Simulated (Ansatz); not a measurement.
# ClH6NOSi: the cost of one run

All numbers below are computed with Ansatz 0.2.0 (RKS B3LYP-D4/def2-SVP).

## (1) The system as given

Bond lengths: Si1–N2 2.123 Å, Si1–H3 1.445 Å, Si1–H4 1.470 Å, Si1–Cl5 2.043 Å, Si1–O7 2.068 Å, N2–H8 1.009 Å, N2–H9 1.007 Å, O7–H10 0.958 Å. Angles: Si1–N2–H8 118.2°, Si1–N2–H9 116.1°, H8–N2–H9 109.7°, N2–Si1–H3 102.0°, N2–Si1–H4 89.0°, N2–Si1–Cl5 136.9°, N2–Si1–O7 69.7°, H3–Si1–H4 113.5°, H3–Si1–Cl5 114.3°, H3–Si1–O7 88.4°, H4–Si1–Cl5 96.8°, H4–Si1–O7 152.6°, Cl5–Si1–O7 88.3°, Si1–O7–H10 115.4°.

Coordinates:

```xyz
10

Si   -0.7019    0.3366   -0.5770
N     0.0268   -0.9518    0.9445
H    -0.6280   -0.5089   -1.7462
H    -2.0193    0.3191    0.0756
Cl   -0.6613    2.3387   -0.9838
H     1.1503   -0.4293    0.4368
O     1.3652    0.3664   -0.5396
H    -0.2047   -0.7360    1.9025
H    -0.0872   -1.9393    0.7811
H     1.7601    1.2044   -0.2940
```

## (2) A restrained relaxation towards end A

Springs on the bonds that form and break draw the guess towards this end; the thresholds are loose.

Input file input.yaml:

```yaml
crystal:
  periodic: [false, false, false]
  atoms:
    - { symbol: Si, position_ang: [-0.7019, 0.3366, -0.577] }
    - { symbol: "N", position_ang: [0.0268, -0.9518, 0.9445] }
    - { symbol: H, position_ang: [-0.628, -0.5089, -1.7462] }
    - { symbol: H, position_ang: [-2.0193, 0.3191, 0.0756] }
    - { symbol: Cl, position_ang: [-0.6613, 2.3387, -0.9838] }
    - { symbol: H, position_ang: [1.1503, -0.4293, 0.4368] }
    - { symbol: O, position_ang: [1.3652, 0.3664, -0.5396] }
    - { symbol: H, position_ang: [-0.2047, -0.736, 1.9025] }
    - { symbol: H, position_ang: [-0.0872, -1.9393, 0.7811] }
    - { symbol: H, position_ang: [1.7601, 1.2044, -0.294] }
basis:
  gaussian: { orbitals: def2-SVP }
hamiltonian:
  xc: b3lyp
  dispersion: d4
relax:
  f_tol: 0.15
  max_steps: 25
  restrain:
    - { distance: [0, 6], at: 3.07, k: 30.0 }
    - { distance: [5, 1], at: 2.32, k: 30.0 }
    - { distance: [0, 1], at: 1.82, k: 30.0 }
    - { distance: [5, 6], at: 0.97, k: 30.0 }
output:
  orbitals: {}
```

Launch:

```
> ansatz run input.yaml --threads 2 --pin off --max-ram 3072MiB --backend cpu --events-out ev --progress --plain --runs-dir out
```

What time and memory should one allow on 2 threads of Arm Neoverse V2, shared host?

About 30 s, with a peak of 0.19 GiB.
